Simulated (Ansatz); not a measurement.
# F4H3OW: the cost of one run

Program: Ansatz 0.2.0. Level of theory: UKS PBE/def2-SVP. These are calculated values, not measurements.

### 1 Starting point

Bond lengths: W1–F2 2.100 Å, W1–H3 1.720 Å, W1–F4 1.850 Å, W1–F5 1.850 Å, W1–F6 1.850 Å, W1–O7 1.940 Å, O7–H8 1.010 Å. Angles (14 of 16 angles, heavy atoms first): F2–W1–F4 90.0°, F2–W1–F5 90.0°, F2–W1–F6 90.0°, F2–W1–O7 180.0°, F4–W1–F5 90.0°, F4–W1–F6 180.0°, F4–W1–O7 90.0°, F5–W1–F6 90.0°, F5–W1–O7 90.0°, F6–W1–O7 90.0°, F2–W1–H3 90.0°, H3–W1–F4 90.0°, H3–W1–F5 180.0°, H3–W1–F6 90.0°.

Structure file:

```xyz
9

W     0.0000    0.0000    0.0000
F     0.0000    0.0000    2.1000
H     1.7200    0.0000    0.0000
F     0.0000    1.8500    0.0000
F    -1.8500    0.0000    0.0000
F     0.0000   -1.8500    0.0000
O     0.0000    0.0000   -1.9400
H     0.5278    0.7924   -2.2771
H     0.0000    0.0000    3.3200
```

### 2 A restrained relaxation towards end A

Springs on the bonds that form and break draw the guess towards this end; the thresholds are loose.

The input, input.yaml:

```yaml
crystal:
  periodic: [false, false, false]
  atoms:
    - { symbol: W, position_ang: [0.0, 0.0, 0.0] }
    - { symbol: F, position_ang: [0.0, 0.0, 2.1] }
    - { symbol: H, position_ang: [1.72, 0.0, 0.0] }
    - { symbol: F, position_ang: [0.0, 1.85, 0.0] }
    - { symbol: F, position_ang: [-1.85, 0.0, 0.0] }
    - { symbol: F, position_ang: [0.0, -1.85, 0.0] }
    - { symbol: O, position_ang: [0.0, 0.0, -1.94] }
    - { symbol: H, position_ang: [0.5278, 0.7924, -2.2771] }
    - { symbol: H, position_ang: [0.0, 0.0, 3.32] }
magnetization:
  spin_polarized: true
  initial_magnetization: 1
basis:
  gaussian: { orbitals: def2-SVP }
hamiltonian:
  xc: pbe
relax:
  f_tol: 0.15
  max_steps: 25
  restrain:
    - { distance: [1, 8], at: 2.12, k: 30.0 }
    - { distance: [0, 1], at: 1.85, k: 30.0 }
output:
  orbitals: {}
```

Run with:

```sh
ansatz run input.yaml --threads 4 --pin off --max-ram 5120MiB --backend cpu --events-out ev --progress --plain --runs-dir out
```

Q: Estimate wall time and peak memory on 4 threads of Arm Neoverse V1, shared host.

About 62 s, with a peak of 0.3 GiB.
